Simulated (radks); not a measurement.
# Taking charge from the 4s level of Ge in fractions

An exercise on one series of results from a longer session: the logs are not shown, and one member is left open.

Program: radks (a radial shooting solver on a logarithmic mesh, Libxc functionals) version 1. Level of theory: scalar-relativistic Kohn-Sham, PBE, spin-polarised, spherical densities, finite nucleus; open shells are filled with parallel spins first. These are calculated values, not measurements, unless marked.

### What is computed

| Quantity | Value |
| --- | --- |
| element | germanium (Z = 32) |
| charge | 0 |
| electrons | 32 |
| configuration | [Ar] 3d10 4s(up 1, down 1) 4p2 |
| nuclear rms radius | 4.0742 fm |

A shell typed twice in an input gives spin up, then spin down.

Set-up of the first run:

Settings of this run:

```text
Z 32
configuration [Ar] 3d10 4s1 4s1 4p2
relativity scalar-relativistic
functional pbe,pbe
spin polarised
nucleus finite rms 4.0742 fm
c 137.035999084
```

Steps of the session up to this table: Start: [Ar] 3d10 4s(up 1, down 1) 4p2.

One table of the session follows, with a row left open; its other results are not shown here.

From the orbitals of this run (lengths in bohr):

```
  level     <r>  outermost maximum (interpolated)  90 % within  nodes
  3p up  0.6472                             0.543        0.995      1
3p down  0.6469                             0.543        0.994      1
  3d up  0.7389                             0.504         1.26      0
3d down  0.7342                             0.504         1.24      0
  4s up       ?                                 ?            ?      ?
4s down   2.108                              1.73         3.20      3
  4p up   2.851                              2.22         4.47      2
4p down   2.939                              2.20         4.68      2
```

**Question.** Estimate the row for 4s up.

The run gave: <r>: 2.123; outermost maximum (interpolated): 1.76; 90 % within: 3.21; nodes: 3. In the column «<r>» it lies between 4s down (2.108) and 4p up (2.851).
